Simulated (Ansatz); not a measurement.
# SiGe₂H (quartet): wave-function methods side by side at a displaced geometry (v1), cc-pVDZ

One table from this session's results is given with a row withheld; the runs are named, their logs left out.

Program: Ansatz 0.2.0, Gaussian basis. Level of theory: cc-pVDZ, core rule «outside noble gas», up to 33 orbitals frozen. These are calculated values, not measurements.

The runs, in order: UHF; CCSD(T) on ROHF; CCSD(T) on UHF; BCCD(T) on ROHF; CISD as a restricted active space (open shells left free, so some higher excitations enter); CCSDT(Q) on ROHF; CCSDT(Q) on UHF.

27 further runs of the same task are left out: 13 that didn't finish, 14 set aside as unsound or not needed. Runs told in other sessions of the task aren't counted.

## The geometry

The geometry is a PBE0/def2-TZVP stationary point (not a proven minimum) with its atoms shifted at random (size 0.040 Å). No spin-orbit coupling is included. The filled d shell of Ge may be among the frozen orbitals whatever the setting's name suggests.

4 atoms, charge 0, spin multiplicity 4.

Atoms are counted from 1 here; the program's logs count them from 0.

Bond lengths: Ge1–Ge2 2.407 Å, Ge2–Si3 2.372 Å, Si3–H4 1.477 Å. Angles: Ge1–Ge2–Si3 173.4°, Ge2–Si3–H4 83.4°.

The first run:

File in.yaml:

```yaml
crystal:
  periodic: [false, false, false]
  atoms:
    - {symbol: Ge, position_ang: [0.002322, -0.340120, 2.972783]}
    - {symbol: Ge, position_ang: [0.001446, -0.255022, 0.567626]}
    - {symbol: Si, position_ang: [0.049465, -0.438585, -1.797186]}
    - {symbol: H, position_ang: [-0.053234, 1.033727, -1.743222]}
basis:
  gaussian: {orbitals: cc-pVDZ}
magnetization: {spin_polarized: true, initial_magnetization: 3}
hamiltonian: {xc: hf}
output: {orbitals: {seedname: orbitals}}
```

On the command line:

```bash
ansatz run in.yaml --threads 1 --pin off --events-out ev --progress --plain --max-ram 2393MiB
```

Among the steps run: UHF; CCSD(T) on ROHF; CCSD(T) on UHF; BCCD(T) on ROHF; CISD as a restricted active space (open shells left free, so some higher excitations enter); CCSDT(Q) on ROHF; CCSDT(Q) on UHF.

One table of the session follows, with a row left open; its other results are not shown here.

| method | from RCCSDT(Q) (meV) |
| --- | --- |
| ROHF | +7376.7 |
| UHF | +7203.6 |
| RMP2 | +1627.5 |
| UMP2 | +1672.8 |
| CISD | +1259.6 |
| RCCSD | +455.4 |
| UCCSD | ? |
| RCCSD(T) | +106.4 |
| UCCSD(T) | +104.2 |
| BCCD(T) | +102.3 |
| RCCSDT | +34.2 |
| UCCSDT | +28.7 |
| RCCSDT(Q) | 0 |
| UCCSDT(Q) | -7.8 |

**Question.** Estimate the row for UCCSD.

**Answer.** from RCCSDT(Q) (meV): +446.0. In the column «from RCCSDT(Q) (meV)» it lies between RCCSD(T) (+106.4) and RCCSD (+455.4).

To keep in mind: Restricted and unrestricted rows rest on different reference determinants; a gap between their highest levels can come from leftover correlation error, from unlike frozen cores or from another state.
